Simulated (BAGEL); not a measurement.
# HF/def2-SVP (density fitting with qzvpp-jkfit) run of CH6BNS (SMILES CB(N)S)

Aim: the energy change on altering one bond length of CH6BNS at HF/def2-SVP (density fitting with qzvpp-jkfit), from 2 runs. 

Program for the calculation: BAGEL 1.2.2.

4 further runs of the same task are left out: 1 that didn't finish, 3 set aside as unsound or not needed.

## Step 1: The system as given

CH6BNS: 10 atoms, total charge 0, spin state singlet. As SMILES, `CB(N)S`. Geometry: relaxed at PBE0-D4/def2-TZVP. This is one conformer, not always the lowest.

Bond lengths: C1–B2 1.572 Å, B2–N3 1.397 Å, B2–S4 1.828 Å, C1–H5 1.094 Å, C1–H6 1.093 Å, C1–H7 1.094 Å, N3–H8 1.005 Å, N3–H9 1.005 Å, S4–H10 1.343 Å. Some angles: C1–B2–N3 121.6°, C1–B2–S4 116.8°, N3–B2–S4 121.6°, B2–C1–H5 111.1°, B2–C1–H6 112.6°, B2–C1–H7 111.0°, B2–N3–H8 124.6°, B2–N3–H9 121.6°, B2–S4–H10 98.6°, H5–C1–H6 107.8°.

## Step 2: A single-point energy at HF/def2-SVP (density fitting with qzvpp-jkfit)

File input.json:

```json
{ "bagel" : [

{
  "title" : "molecule",
  "basis" : "svp",
  "df_basis" : "qzvpp-jkfit",
  "angstrom" : true,
  "geometry" : [
    { "atom" : "C", "xyz" : [   -1.111500,    0.588600,   -0.593000 ] },
    { "atom" : "B", "xyz" : [    0.213000,   -0.098400,   -0.096700 ] },
    { "atom" : "N", "xyz" : [    0.460300,   -0.315600,    1.261000 ] },
    { "atom" : "S", "xyz" : [    1.413000,   -0.599800,   -1.381900 ] },
    { "atom" : "H", "xyz" : [   -0.893600,    1.492900,   -1.168800 ] },
    { "atom" : "H", "xyz" : [   -1.774100,    0.868200,    0.230100 ] },
    { "atom" : "H", "xyz" : [   -1.669900,   -0.074100,   -1.260900 ] },
    { "atom" : "H", "xyz" : [    1.288600,   -0.750600,    1.627000 ] },
    { "atom" : "H", "xyz" : [   -0.199100,   -0.039600,    1.968000 ] },
    { "atom" : "H", "xyz" : [    2.356400,   -1.123000,   -0.581800 ] }
  ]
},
{ "title" : "hf" },
{ "title" : "print", "file" : "orbitals.molden", "orbitals" : true }

]}
```

Run with:

```sh
$ BAGEL_NUM_THREADS=1 BAGEL input.json > input.out
```

Standard output:

```text
* using 1 threads per process

  ===============================================================
  ===============================================================

  *** Geometry ***

  { "atom" : "C", "xyz" : [     -2.100431,      1.112293,     -1.120608 ] },
  { "atom" : "B", "xyz" : [      0.402512,     -0.185949,     -0.182737 ] },
  { "atom" : "N", "xyz" : [      0.869841,     -0.596398,      2.382945 ] },
  { "atom" : "S", "xyz" : [      2.670183,     -1.133458,     -2.611413 ] },
  { "atom" : "H", "xyz" : [     -1.688659,      2.821172,     -2.208712 ] },
  { "atom" : "H", "xyz" : [     -3.352563,      1.640660,      0.434826 ] },
  { "atom" : "H", "xyz" : [     -3.155654,     -0.140029,     -2.382756 ] },
  { "atom" : "H", "xyz" : [      2.435101,     -1.418428,      3.074584 ] },
  { "atom" : "H", "xyz" : [     -0.376244,     -0.074833,      3.718981 ] },
  { "atom" : "H", "xyz" : [      4.452951,     -2.122162,     -1.099443 ] },

  Number of auxiliary basis functions:      463

  Since a DF basis is specified, we compute 2- and 3-index integrals:
    o Being stored without compression. Storage requirement is 0.030 GB

  Number of basis functions:       90
  Number of electrons      :       40

    * METHOD: MOLECULE                             0.86

  *** RHF ***

  === Nuclear Repulsion ===
   146.4284421842

      * DIIS with orbital gradients will be used.

  === RHF iteration (svp) ===
      0       -517.69824844          0.01821666           0.19
      1       -517.86125664          0.00941951           0.21
      2       -517.90204394          0.00153809           0.23
      3       -517.90388034          0.00043531           0.13
      4       -517.90399463          0.00007910           0.34
      5       -517.90400181          0.00002290           0.17
      6       -517.90400247          0.00000808           0.24
      7       -517.90400255          0.00000222           0.24
      8       -517.90400256          0.00000076           0.25
      9       -517.90400256          0.00000022           0.22
     10       -517.90400256          0.00000005           0.29
     11       -517.90400256          0.00000002           0.20
     12       -517.90400256          0.00000001           0.21
    * SCF iteration converged.

    * Permanent dipole moment:
           (    0.040804,     0.057366,    -1.082766) a.u.

    * METHOD: HF                                   3.47

    * METHOD: PRINT                                0.03

  ===============================================================
```

It took 5.1 s on 1 thread of Intel Xeon at 2.50GHz (Skylake/Cascade Lake), shared host.

## Step 3: The distorted shape, same level

File calc.json:

```json
{ "bagel": [

{
  "title": "molecule",
  "basis": "svp",
  "df_basis": "qzvpp-jkfit",
  "angstrom": true,
  "geometry": [
    { "atom": "C", "xyz": [      -0.944001,       0.787386,      -0.392655 ] },
    { "atom": "B", "xyz": [       0.380499,       0.100386,       0.103645 ] },
    { "atom": "N", "xyz": [       0.627799,      -0.116814,       1.461345 ] },
    { "atom": "S", "xyz": [       1.580499,      -0.401014,      -1.181555 ] },
    { "atom": "H", "xyz": [      -0.726101,       1.691686,      -0.968455 ] },
    { "atom": "H", "xyz": [      -1.606601,       1.066986,       0.430445 ] },
    { "atom": "H", "xyz": [      -1.669900,      -0.074100,      -1.260900 ] },
    { "atom": "H", "xyz": [       1.456099,      -0.551814,       1.827345 ] },
    { "atom": "H", "xyz": [      -0.031601,       0.159186,       2.168345 ] },
    { "atom": "H", "xyz": [       2.523899,      -0.924214,      -0.381455 ] }
  ]
},

{
  "title": "hf"
},

{
  "title": "print",
  "file": "orbitals.molden",
  "orbitals": true
}

]}
```

Run with:

```sh
$ BAGEL_NUM_THREADS=1 BAGEL calc.json > calc.out
```

Standard output:

```text
* using 1 threads per process

  ===============================================================
  ===============================================================

  *** Geometry ***

  { "atom" : "C", "xyz" : [     -1.783903,      1.487944,     -0.742010 ] },
  { "atom" : "B", "xyz" : [      0.719039,      0.189702,      0.195861 ] },
  { "atom" : "N", "xyz" : [      1.186368,     -0.220746,      2.761542 ] },
  { "atom" : "S", "xyz" : [      2.986710,     -0.757807,     -2.232815 ] },
  { "atom" : "H", "xyz" : [     -1.372132,      3.196823,     -1.830115 ] },
  { "atom" : "H", "xyz" : [     -3.036036,      2.016311,      0.813423 ] },
  { "atom" : "H", "xyz" : [     -3.155654,     -0.140029,     -2.382756 ] },
  { "atom" : "H", "xyz" : [      2.751628,     -1.042777,      3.453182 ] },
  { "atom" : "H", "xyz" : [     -0.059717,      0.300818,      4.097578 ] },
  { "atom" : "H", "xyz" : [      4.769478,     -1.746511,     -0.720845 ] },

  Number of auxiliary basis functions:      463

  Since a DF basis is specified, we compute 2- and 3-index integrals:
    o Being stored without compression. Storage requirement is 0.030 GB

  Number of basis functions:       90
  Number of electrons      :       40

    * METHOD: MOLECULE                             1.44

  *** RHF ***

  === Nuclear Repulsion ===
   145.3396107862

      * DIIS with orbital gradients will be used.

  === RHF iteration (svp) ===
      0       -517.65441085          0.01810155           0.36
      1       -517.81679809          0.00977063           0.37
      2       -517.86133826          0.00153658           0.30
      3       -517.86333389          0.00035824           0.17
      4       -517.86342429          0.00008980           0.32
      5       -517.86343300          0.00002602           0.73
      6       -517.86343389          0.00000896           0.44
      7       -517.86343400          0.00000225           0.18
      8       -517.86343400          0.00000077           0.32
      9       -517.86343401          0.00000025           0.23
     10       -517.86343401          0.00000006           0.31
     11       -517.86343401          0.00000003           0.28
     12       -517.86343401          0.00000001           0.13
    * SCF iteration converged.

    * Permanent dipole moment:
           (   -0.026487,    -0.009117,    -1.159647) a.u.

    * METHOD: HF                                   5.28

    * METHOD: PRINT                                0.04

  ===============================================================
```

Wall time 8.4 s (1 thread of Intel Xeon at 2.50GHz (Skylake/Cascade Lake), shared host).

## Step 4: Outcome

At HF/def2-SVP (density fitting with qzvpp-jkfit):

| quantity | value |
| --- | --- |
| first shape: total energy | -517.90400 Eh |
| first shape: dipole moment | 2.76 D |
| first shape: HOMO energy | -9.77 eV |
| first shape: LUMO energy | 4.29 eV |
| first shape: HOMO–LUMO gap | 14.06 eV |
| distorted shape: total energy | -517.86343 Eh |
| distorted shape: dipole moment | 2.95 D |
| distorted shape: HOMO energy | -9.77 eV |
| distorted shape: LUMO energy | 4.02 eV |
| distorted shape: HOMO–LUMO gap | 13.78 eV |
| energy change with the C1–H7 bond stretched from 1.094 to 1.422 Å | 1.104 eV |

With the C1–H7 bond stretched from 1.094 to 1.422 Å the energy rises by 1.10 eV (107 kJ/mol). The first shape isn't relaxed at this level, so the change isn't measured from a minimum.
